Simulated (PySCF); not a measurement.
# How the numerical set-up moves the result for MgBe

The method stays; parts of the set-up, such as the basis or the Hamiltonian, are changed.

Method: method and basis as typed in the scripts; program: PySCF 2.14.0.

1 further run of the same task is left out (it didn't finish).

## Step 1: The starting structure

MgBe: 2 atoms, charge 0, spin multiplicity 1.

Bond lengths: Mg1–Be2 2.315 Å.

## Step 2: The base run

input.py

```python
from pyscf import gto, scf, ci

mol = gto.M(
    atom='Mg 0 0 0; Be 0 0 2.315',
    basis='def2-tzvp',
    charge=0,
    spin=0,
    verbose=4,
)
mf = scf.RHF(mol)
mf = mf.density_fit(auxbasis='def2-universal-jkfit')
mf.kernel()
ci.CISD(mf, frozen=1).kernel()
mf.dip_moment()
print('orbital energies (hartree):', mf.mo_energy[..., max(0, mol.nelec[1]-3):mol.nelec[0]+3].round(4))
```

The run is started by

```bash
> OMP_NUM_THREADS=1 python input.py
```

Its log is not repeated here.

Base result: E(SCF) = -214.141550 Eh, 9 cycles, E(CISD) − E(SCF) = -0.26051 Eh, μ = 0.17 D (of the SCF density).

The bond length is a typed value, not an optimised one.

## Step 3: Density fitting weigend

Variant 1 changes density fitting: def2-universal-jkfit → weigend.

input.py

```python
from pyscf import gto, scf, ci

mol = gto.M(
    atom='Mg 0 0 0; Be 0 0 2.315',
    basis='def2-tzvp',
    charge=0,
    spin=0,
    verbose=4,
)
mf = scf.RHF(mol)
mf = mf.density_fit(auxbasis='weigend')
mf.kernel()
ci.CISD(mf, frozen=1).kernel()
mf.dip_moment()
print('orbital energies (hartree):', mf.mo_energy[..., max(0, mol.nelec[1]-3):mol.nelec[0]+3].round(4))
```

The run is started by

```bash
> OMP_NUM_THREADS=1 python input.py
```

## Step 4: Spin-free X2C on

Variant 2 changes spin-free X2C: off → on.

Edit input.py of step 2 so:

```diff
@@ -10,2 +10,3 @@
 mf = scf.RHF(mol)
+mf = mf.sfx2c1e()
 mf = mf.density_fit(auxbasis='def2-universal-jkfit')
```

## Step 5: 6-31g*

Variant 3 changes basis set: def2-tzvp → 6-31g*.

Edit input.py of step 2 so:

```diff
@@ -4,3 +4,3 @@
     atom='Mg 0 0 0; Be 0 0 2.315',
-    basis='def2-tzvp',
+    basis='6-31g*',
     charge=0,
```

## Step 6: 6-311++g**

Variant 4 changes basis set: def2-tzvp → 6-311++g**.

Edit input.py of step 2 so:

```diff
@@ -4,3 +4,3 @@
     atom='Mg 0 0 0; Be 0 0 2.315',
-    basis='def2-tzvp',
+    basis='6-311++g**',
     charge=0,
```

Before running it: what results should come out? Wanted: for each run, E(SCF); from base; gap; SCF dipole; after the SCF.

**Answer**, as computed:

| run | E(SCF) (hartree) | from base (eV) | cycles | gap (eV) | SCF dipole (D) | functions | after the SCF |
| --- | --- | --- | --- | --- | --- | --- | --- |
| base | -214.141550 | 0 | 9 | 6.12 | 0.17 | 51 | CISD correlation -7.089 eV, core frozen |
| density fitting weigend | -212.839878 | +35.4203 | 9 | 5.95 | 0.02 | 51 | CISD correlation -5.814 eV, core frozen |
| spin-free X2C on | -214.424296 | -7.6939 | 9 | 6.13 | 0.18 | 51 | CISD correlation -7.084 eV, core frozen |
| 6-31g* | -214.124602 | +0.4612 | 8 | 6.04 | 0.78 | 32 | CISD correlation -2.471 eV, core frozen |
| 6-311++g** | -214.141100 | +0.0122 | 9 | 5.78 | 0.17 | 52 | CISD correlation -5.403 eV, core frozen |

What this shows: The largest comparable shift of the SCF energy, +35.420 eV, comes with the run “density fitting weigend”. Scalar relativity lowers the total energy by 7.69 eV, nearly all of it in the inner shells; a basis contracted without relativity catches only part of it. 6-31g* (32 functions) gives an energy 0.46 eV higher than def2-tzvp (51). 6-311++g** (52 functions) gives an energy 0.01 eV higher than def2-tzvp (51); size alone doesn't order basis sets of different families.
